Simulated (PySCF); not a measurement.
# Cl2La (La(Cl)2+): the cost of one run

The runs use PySCF 2.14.0; PBE0, La lcecp-1-SVP with ECP46, Cl def2-SVP; scalar-relativistic core potentials, no spin–orbit coupling.

1 further run of the same task is left out (for a known fault of the program).

## (1) The system as given

3 atoms, charge 1, spin multiplicity 1.

Bond lengths: La1–Cl2 2.716 Å, La1–Cl3 2.716 Å. Angles: Cl2–La1–Cl3 131.8°.

As a file:

```xyz
3
Cl2La
La    0.0000    0.0000    0.0000
Cl    2.4787    0.0000    1.1093
Cl   -2.4787    0.0000    1.1093
```

Formal oxidation states: La +3. The 4f shell is empty and lies in the core potential.

## (2) SCF at the start, singlet

File run.py (the lines that set the calculation):

```python
mol = gto.M(atom='''
La     0.00000     0.00000     0.00000
Cl     2.47870     0.00000     1.10930
Cl    -2.47870     0.00000     1.10930''',
    basis={'La': 'lcecp-1-SVP', 'Cl': 'def2-SVP'},
    ecp={'La': 'lcecp-1-SVP'},
    charge=1, spin=0)
mf = dft.RKS(mol, xc='PBE0')
mf.grids.atom_grid = (50, 194)  # f atoms: unpruned, at least (60, 302)
mf = mf.density_fit()  # fitting sets: La AutoAux, Cl def2-universal-JKFIT
mf.conv_tol = 1e-08; mf.max_cycle = 55
mf.kernel(dm0)  # dm0: free metal ions and neutral atoms
```

Command:

```
$ OMP_NUM_THREADS=2 python run.py
```

What time and memory should one allow on 2 threads of AMD EPYC 7B13 (Zen 3), shared host?

About 1.7 s, with a peak of 0.33 GiB.
